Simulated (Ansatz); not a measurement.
**AsF₃ (triplet): the correlation ladder, cc-pVDZ**

One table from this session's results is given with a row withheld; the runs are named, their logs left out.

Computed with Ansatz 0.2.0, Gaussian basis. Level: cc-pVDZ, core rule «outside noble gas», up to 17 orbitals frozen.

Plan: UHF; CCSD(T) on ROHF; CCSD(T) on UHF; BCCD(T) on ROHF; CISD as a restricted active space (open shells left free, so some higher excitations enter); CCSDT(Q) on ROHF; CCSDT(Q) on UHF; CASSCF and MRCISD+Q, 20 electrons in 13 orbitals; CASSCF and MRCISD+Q(relaxed), 20 electrons in 13 orbitals; CASSCF and NEVPT2, 20 electrons in 13 orbitals.

10 further runs of the same task are left out: 2 for a known fault of the program, 2 that didn't finish, 6 set aside as unsound or not needed. Runs told in other sessions of the task aren't counted.

### The geometry

The geometry is a PBE0/def2-TZVP stationary point (not a proven minimum). No spin-orbit coupling is included. The filled d shell of As may be among the frozen orbitals whatever the setting's name suggests.

4 atoms, charge 0, spin multiplicity 3.

Atoms are counted from 1 here; the program's logs count them from 0.

Bond lengths: As1–F2 1.710 Å, As1–F3 1.781 Å, As1–F4 1.781 Å. Angles: F2–As1–F3 100.0°, F2–As1–F4 100.0°, F3–As1–F4 160.1°.

Set-up of the first run:

The input, in.yaml:

```yaml
crystal:
  periodic: [false, false, false]
  atoms:
    - {symbol: As, position_ang: [0.000000, -0.157588, 0.000000]}
    - {symbol: F, position_ang: [0.000000, 1.552094, 0.000000]}
    - {symbol: F, position_ang: [0.000000, -0.465316, 1.753861]}
    - {symbol: F, position_ang: [0.000000, -0.465316, -1.753861]}
basis:
  gaussian: {orbitals: cc-pVDZ}
magnetization: {spin_polarized: true, initial_magnetization: 2}
hamiltonian: {xc: hf}
output: {orbitals: {seedname: orbitals}}
```

Started as:

```bash
$ ansatz run in.yaml --threads 1 --pin off --events-out ev --progress --plain --max-ram 4096MiB --backend cpu
```

Steps of the session up to this table: UHF; CCSD(T) on ROHF; CCSD(T) on UHF; BCCD(T) on ROHF; CISD as a restricted active space (open shells left free, so some higher excitations enter); CCSDT(Q) on ROHF; CCSDT(Q) on UHF; CASSCF and MRCISD+Q, 20 electrons in 13 orbitals; CASSCF and MRCISD+Q(relaxed), 20 electrons in 13 orbitals; CASSCF and NEVPT2, 20 electrons in 13 orbitals.

One table of the session follows, with a row left open; its other results are not shown here.

| method | from UCCSDT(Q) (meV) |
| --- | --- |
| ROHF | +18723.8 |
| UHF | +18451.1 |
| RMP2 | +598.5 |
| UMP2 | +713.3 |
| RCCSD | +464.4 |
| UCCSD | +446.4 |
| RCCSD(T) | +88.9 |
| UCCSD(T) | +86.1 |
| BCCD(T) | +79.6 |
| RCCSDT | +63.2 |
| UCCSDT | ? |
| RCCSDT(Q) | +13.3 |
| UCCSDT(Q) | 0 |
| CASSCF valence | +16897.7 |
| NEVPT2 valence | +1472.5 |
| MRCISD valence | +1964.1 |
| MRCISD+Q valence | +372.9 |
| MRCISD+Q(relaxed) valence | +325.0 |

Estimate the missing values for UCCSDT.

The run gave: from UCCSDT(Q) (meV): +56.2. In the column «from UCCSDT(Q) (meV)» it lies between RCCSDT(Q) (+13.3) and RCCSDT (+63.2).

Limits of these values: Restricted and unrestricted rows rest on different reference determinants; a gap between their highest levels can come from leftover correlation error, from unlike frozen cores or from another state.
